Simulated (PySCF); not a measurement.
**La(NH2)3: a change of charge**

Aim: at the relaxed geometry of La(NH2)3, try a change of charge. The species was built from a template and needn't be a known compound.

The runs use PySCF 2.14.0; PBE0, La def2-SVP with ECP46, N def2-SVP, H def2-SVP; scalar-relativistic core potentials, no spin–orbit coupling.

1 further run of the same task is left out (for a known fault of the program).

## (1) Where the work starts

10 atoms, charge 0, spin multiplicity 1.

Bond lengths: La1–N2 2.345 Å, La1–N5 2.345 Å, La1–N8 2.345 Å, N2–H3 1.022 Å, N2–H4 1.022 Å, N5–H6 1.022 Å, N5–H7 1.022 Å, N8–H9 1.022 Å, N8–H10 1.022 Å. Angles: N2–La1–N5 120.0°, N2–La1–N8 120.0°, N5–La1–N8 120.0°, La1–N2–H3 128.0°, La1–N2–H4 128.0°, H3–N2–H4 104.0°, La1–N5–H6 128.0°, La1–N5–H7 128.0°, H6–N5–H7 104.0°, La1–N8–H9 128.0°, La1–N8–H10 128.0°, H9–N8–H10 104.0°.

Coordinates:

```xyz
10
charge 0, multiplicity 1
La    0.0000    0.0000    0.0000
N     2.3452    0.0000    0.0000
H     2.9745    0.0000    0.8050
H     2.9745    0.0000   -0.8050
N    -1.1726    2.0310    0.0000
H    -1.4872    2.5760    0.8050
H    -1.4872    2.5760   -0.8050
N    -1.1726   -2.0310    0.0000
H    -1.4872   -2.5760    0.8050
H    -1.4872   -2.5760   -0.8050
```

Formal oxidation states: La +3. An earlier session relaxed this geometry at PBE0, La def2-SVP with ECP46, N def2-SVP, H def2-SVP (singlet, point group D3h). Its vibrations showed it to be a saddle point, relaxed within its symmetry.

Its energy there is -199.166286 Eh.

## (2) One electron removed, multiplicity 2

Contents of run.py (the lines that set the calculation):

```python
mol = gto.M(atom='''
La     0.00000     0.00000     0.00000
N      2.34517    -0.00001     0.00000
H      2.97448    -0.00001     0.80502
H      2.97448    -0.00001    -0.80502
N     -1.17258     2.03098     0.00000
H     -1.48723     2.57598     0.80502
H     -1.48723     2.57598    -0.80502
N     -1.17259    -2.03097     0.00000
H     -1.48724    -2.57597     0.80502
H     -1.48724    -2.57597    -0.80502''',
    basis={'La': 'def2-SVP', 'N': 'def2-SVP', 'H': 'def2-SVP'},
    ecp={'La': 'def2-SVP'},
    charge=1, spin=1)
mf = dft.UKS(mol, xc='PBE0')
mf.grids.atom_grid = (50, 194)  # f atoms: unpruned, at least (60, 302)
mf = mf.density_fit()  # fitting sets: La def2-universal-JKFIT, N def2-universal-JKFIT, H def2-universal-JKFIT
mf.conv_tol = 1e-08; mf.max_cycle = 55
mf.kernel(dm0)  # dm0: the density of the relaxed state
```

Command:

```console
$ OMP_NUM_THREADS=2 python run.py
```

Log:

```text
init E= -199.173351419468
  HOMO = -0.201013106822  LUMO = -0.187638634541  gap/eV = 0.36394
cycle= 1 E= -198.871652126617  delta_E= 0.302  |g|= 0.237  |ddm|= 0.621
  HOMO = -0.437673255208  LUMO = -0.394893656777  gap/eV = 1.16409
cycle= 2 E= -198.85450514579  delta_E= 0.0171  |g|= 0.335  |ddm|= 0.528
  HOMO = -0.38658461435  LUMO = -0.338913907699  gap/eV = 1.29719
cycle= 3 E= -198.904558459555  delta_E= -0.0501  |g|= 0.0171  |ddm|= 0.252
  HOMO = -0.377813095202  LUMO = -0.329863515986  gap/eV = 1.30477
cycle= 4 E= -198.904788873316  delta_E= -0.00023  |g|= 0.0129  |ddm|= 0.0497
  HOMO = -0.376475169654  LUMO = -0.328565100366  gap/eV = 1.30370
cycle= 5 E= -198.904573390815  delta_E= 0.000215  |g|= 0.0245  |ddm|= 0.0393
  HOMO = -0.377090369953  LUMO = -0.328201720844  gap/eV = 1.33033
cycle= 6 E= -198.904921820054  delta_E= -0.000348  |g|= 0.00347  |ddm|= 0.0289
  HOMO = -0.376998067858  LUMO = -0.327860454289  gap/eV = 1.33710
cycle= 7 E= -198.904933671823  delta_E= -1.19e-05  |g|= 0.000431  |ddm|= 0.00641
  HOMO = -0.376993640696  LUMO = -0.32782806872  gap/eV = 1.33786
cycle= 8 E= -198.904933913264  delta_E= -2.41e-07  |g|= 0.000106  |ddm|= 0.00109
  HOMO = -0.37699314472  LUMO = -0.327827457081  gap/eV = 1.33787
cycle= 9 E= -198.904933927923  delta_E= -1.47e-08  |g|= 2.06e-05  |ddm|= 0.00024
  HOMO = -0.376990842765  LUMO = -0.327826608745  gap/eV = 1.33783
cycle= 10 E= -198.904933928491  delta_E= -5.68e-10  |g|= 1.13e-05  |ddm|= 5.23e-05
  HOMO = -0.376989062341  LUMO = -0.327826480129  gap/eV = 1.33778
Extra cycle  E= -198.904933927295  delta_E= 1.2e-09  |g|= 4.67e-05  |ddm|= 6.16e-05
converged SCF energy = -198.904933927295  <S^2> = 0.77712347  2S+1 = 2.026942
```

Run time: 12 s. Hardware: 2 threads of Intel Xeon at 2.50GHz (Skylake/Cascade Lake), shared host.

It gives: E = -198.904934 Eh (+7.112 eV from the relaxed state), HOMO -10.26 eV, LUMO -8.92 eV (over both spins), ⟨S²⟩ = 0.777, Mulliken charge on La1 +1.30 e. 

## (3) One electron added, multiplicity 2

run.py (the lines that set the calculation), as its differences from that of step 2:

```diff
@@ -13,3 +13,3 @@
     ecp={'La': 'def2-SVP'},
-    charge=1, spin=1)
+    charge=-1, spin=1)
 mf = dft.UKS(mol, xc='PBE0')
```

Command:

```console
$ OMP_NUM_THREADS=2 python run.py
```

Log:

```text
init E= -199.172645374873
  HOMO = -0.0626991020481  LUMO = -0.0601374771191  gap/eV = 0.06971
cycle= 1 E= -199.163110081014  delta_E= 0.00954  |g|= 0.125  |ddm|=    1
  HOMO = 0.0633914871908  LUMO = 0.121284024303  gap/eV = 1.57534
cycle= 2 E= -199.172116397885  delta_E= -0.00901  |g|= 0.112  |ddm|= 1.21
  HOMO = 0.0388683966214  LUMO = 0.103826893256  gap/eV = 1.76761
cycle= 3 E= -199.181438997841  delta_E= -0.00932  |g|= 0.00863  |ddm|= 0.405
  HOMO = 0.0343920079854  LUMO = 0.100081524601  gap/eV = 1.78750
cycle= 4 E= -199.181502531047  delta_E= -6.35e-05  |g|= 0.00552  |ddm|= 0.0284
  HOMO = 0.0338687654479  LUMO = 0.0994772356068  gap/eV = 1.78530
cycle= 5 E= -199.181517770752  delta_E= -1.52e-05  |g|= 0.00287  |ddm|= 0.0146
  HOMO = 0.0337096569697  LUMO = 0.0992227382625  gap/eV = 1.78270
cycle= 6 E= -199.181523489777  delta_E= -5.72e-06  |g|= 0.00052  |ddm|= 0.0101
  HOMO = 0.0336236453078  LUMO = 0.0990298062976  gap/eV = 1.77979
cycle= 7 E= -199.181524088566  delta_E= -5.99e-07  |g|= 9.19e-05  |ddm|= 0.00683
  HOMO = 0.033611830404  LUMO = 0.0990027216853  gap/eV = 1.77938
cycle= 8 E= -199.181524107617  delta_E= -1.91e-08  |g|= 4.99e-05  |ddm|= 0.00098
  HOMO = 0.0336112695393  LUMO = 0.0990032804739  gap/eV = 1.77941
cycle= 9 E= -199.181524108851  delta_E= -1.23e-09  |g|= 2.93e-05  |ddm|= 9.26e-05
  HOMO = 0.0336132175431  LUMO = 0.0990072037097  gap/eV = 1.77946
Extra cycle  E= -199.181524108362  delta_E= 4.88e-10  |g|= 4.8e-05  |ddm|= 0.000121
converged SCF energy = -199.181524108362  <S^2> = 0.75045835  2S+1 = 2.0004583
```

Run time: 12 s. Hardware: 2 threads of Intel Xeon at 2.50GHz (Skylake/Cascade Lake), shared host.

Read off: E = -199.181524 Eh (-0.415 eV from the relaxed state), HOMO 0.91 eV, LUMO 2.69 eV (over both spins), ⟨S²⟩ = 0.750, Mulliken charge on La1 +0.21 e. The highest filled level lies above zero; it isn't the detachment energy.

## (4) Results

| state | energy from the relaxed state (eV) | ⟨S²⟩ | time |
| --- | --- | --- | --- |
| charge 0, singlet, vacuum (relaxed) | 0 | 0.00 |  |
| charge -1, doublet, vacuum | -0.41 | 0.75 | 12 s |
| charge +1, doublet, vacuum | 7.11 | 0.78 | 12 s |

An electron taken off or put on is at rest in vacuum. 

Removing an electron vertically costs 7.11 eV (doublet), against −HOMO = 5.32 eV. Adding an electron vertically releases 0.41 eV (doublet). The bases are small and lack diffuse functions. Spin–orbit coupling is left out.
